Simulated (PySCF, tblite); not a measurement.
# C3H7FGe: geometry, infrared bands, NMR shifts and spin-spin couplings

Aim: predict the infrared bands, NMR shifts and spin-spin couplings of C3H7FGe (`[F][GeH]1[CH2]C[CH2]1`).

Programs: tblite 0.8.0 and PySCF 2.14.0, with density-fitted response routines of our own. Each step states its level of theory. These are calculated values for one molecule in the gas phase, unless marked as measured. Atoms count from 0, in the outputs and in this text.

**1. Starting geometry**

12 atoms, charge 0, multiplicity 1; geometry from: force field or distance geometry start.

Bonds of the start (Å): F0–Ge1 1.73, Ge1–C2 1.94, C2–C3 1.51, C3–C4 1.49, C4–Ge1 1.94, Ge1–H5 1.54, C2–H6 1.10, C2–H7 1.10, C3–H8 1.12, C3–H9 1.11, C4–H10 1.11, C4–H11 1.10.

**2. Geometry optimisation with GFN2-xTB**

The job: settings as JSON, then the geometry in Å.

```
{"job": {"kind": "relax", "xc": "GFN2-xTB", "basis": "xTB"}, "charge": 0, "multiplicity": 1}
F     -0.455200     2.005900    -1.923200
Ge    -0.439100     1.240000    -0.371400
C     -0.848200    -0.651900    -0.324700
C      0.205800    -0.796800     0.742100
C      1.100600     0.119300    -0.016300
H     -0.978900     2.046100     0.823300
H     -0.550300    -1.221300    -1.215700
H     -1.873300    -0.910800    -0.024900
H     -0.093800    -0.295300     1.698500
H      0.556400    -1.841600     0.885100
H      1.855300     0.568200     0.659300
H      1.521900    -0.262600    -0.958100
```

Launch:

```sh
> OMP_NUM_THREADS=1 python probes_run.py task.json out
```

The driver reads the jobs from task.json and runs them one after another.

**Question.** This job is followed by: GFN2-xTB harmonic vibrations, gas phase; GIAO PBE0/pcSseg-1 NMR shielding, non-relativistic, gas phase; B3LYP/pcJ-1 Ge:pcSseg-1 indirect spin-spin coupling, non-relativistic, gas phase. Predict these results of the whole session: strongest single infrared mode (GFN2-xTB); zero-point energy (GFN2-xTB); 13C shifts against TMS (PBE0/pcSseg-1, means over atoms taken as alike); 1H shifts against TMS (PBE0/pcSseg-1, means over atoms taken as alike); 19F shifts against CFCl3 (PBE0/pcSseg-1); 73Ge shifts against GeMe4 (PBE0/pcSseg-1); largest coupling of the table (B3LYP/pcSseg-1+pcJ-1).

**Answer**, as computed:

```
                                                               quantity                             value
                              strongest single infrared mode (GFN2-xTB)             1743 cm⁻¹, 572 km/mol
                                           zero-point energy (GFN2-xTB)                     55.4 kcal/mol
13C shifts against TMS (PBE0/pcSseg-1, means over atoms taken as alike)                    39.1, 21.7 ppm
 1H shifts against TMS (PBE0/pcSseg-1, means over atoms taken as alike)  6.79, 2.75, 2.36, 2.13, 2.00 ppm
                               19F shifts against CFCl3 (PBE0/pcSseg-1)                        -191.3 ppm
                              73Ge shifts against GeMe4 (PBE0/pcSseg-1)                           116 ppm
                   largest coupling of the table (B3LYP/pcSseg-1+pcJ-1)           1J(C,H) C2–H7, 145.1 Hz
```

Relaxing lowered the energy by 0.947 eV in 53 steps; the close pair that moved most is Ge1–C2, from 1.936 to 2.007 Å. No mode is imaginary among the 30: a minimum at this level. The strongest single mode, at 1743 cm⁻¹, moves mainly H5. GFN2-xTB is a fitted tight-binding method: band positions and strengths are rough. Its intensities can rank the bands wrongly. At PBE0/pcSseg-1: The widest tensor belongs to Ge1: span 227 ppm, with a paramagnetic part of -1539 ppm. In the run at B3LYP/pcSseg-1+pcJ-1, the largest coupling of the table is C2–H7 (mean over like pairs), 145.1 Hz, of which the Fermi-contact term gives 143.1 Hz. Couplings across rotatable bonds belong to this one conformer; where others are populated, the observed values are averages. Spin-orbit coupling is left out, which matters for shieldings and couplings at and beside the heavy atoms.
